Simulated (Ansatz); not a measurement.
**TiCl2O2 (quintet): the correlation ladder, def2-SVP**

The task here is to estimate one member of a computed series from the others.

The runs use Ansatz 0.2.0, Gaussian basis; def2-SVP, core rule «outside noble gas», up to 21 orbitals frozen.

The runs, in order: UHF; CCSD(T) on ROHF; CCSD(T) on UHF; CASSCF and NEVPT2, 12 electrons in 12 orbitals.

14 further runs of the same task are left out: 9 that didn't finish, 5 set aside as unsound or not needed.

## The geometry

The geometry is a PBE0/def2-TZVP stationary point (not a proven minimum).

5 atoms, charge 0, spin multiplicity 5.

Atoms are counted from 1 here; the program's logs count them from 0.

Bond lengths: Ti1–O2 1.853 Å, Ti1–O3 1.853 Å, Ti1–Cl4 2.375 Å, Ti1–Cl5 2.375 Å. Angles: O2–Ti1–O3 123.6°, O2–Ti1–Cl4 113.3°, O2–Ti1–Cl5 113.3°, O3–Ti1–Cl4 113.3°, O3–Ti1–Cl5 113.3°, Cl4–Ti1–Cl5 66.4°.

The first run:

in.yaml

```yaml
crystal:
  periodic: [false, false, false]
  atoms:
    - {symbol: Ti, position_ang: [0.000000, 0.000000, 0.748806]}
    - {symbol: O, position_ang: [1.632733, 0.000000, 1.624229]}
    - {symbol: O, position_ang: [-1.632733, 0.000000, 1.624229]}
    - {symbol: Cl, position_ang: [0.000000, -1.300256, -1.238491]}
    - {symbol: Cl, position_ang: [0.000000, 1.300256, -1.238491]}
basis:
  gaussian: {orbitals: def2-SVP}
magnetization: {spin_polarized: true, initial_magnetization: 4}
hamiltonian: {xc: hf}
output: {orbitals: {seedname: orbitals}}
```

Started as:

```console
ansatz run in.yaml --threads 1 --pin off --events-out ev --progress --plain --max-ram 4096MiB --backend cpu
```

Among the steps run: UHF; CCSD(T) on ROHF; CCSD(T) on UHF; CASSCF and NEVPT2, 12 electrons in 12 orbitals.

One of the session's tables, all rows but one given; the rest of the session is left out.

| method | from RCCSD(T) (kcal/mol) |
| --- | --- |
| ROHF | +441.50 |
| UHF | +432.17 |
| RMP2 | +43.30 |
| UMP2 | +44.10 |
| RCCSD | +13.80 |
| UCCSD | +12.69 |
| RCCSD(T) | 0 |
| UCCSD(T) | -0.87 |
| CASSCF frontier | +374.57 |
| NEVPT2 frontier | ? |

**Question.** Estimate the row for NEVPT2 frontier.

The run gave: from RCCSD(T) (kcal/mol): +47.35. In the column «from RCCSD(T) (kcal/mol)» it lies between UMP2 (+44.10) and CASSCF frontier (+374.57).

The program flags RCCSD(T) as in doubt (see the logs), so the zero of the table is itself unsure.

With the free atoms at the same levels and basis (separate runs), the atomisation energy is 11.980 eV at RCCSD(T), 11.944 eV at UCCSD(T), 7.736 eV at ROHF.

Limits of these values: The report flags that the cluster equations may have other roots. The program flags RCCSD(T) as in doubt, so the zero of the table is itself unsure. Restricted and unrestricted rows rest on different reference determinants; where their highest levels disagree by more than a few hundredths of an eV, they describe different states and don't form one ladder.
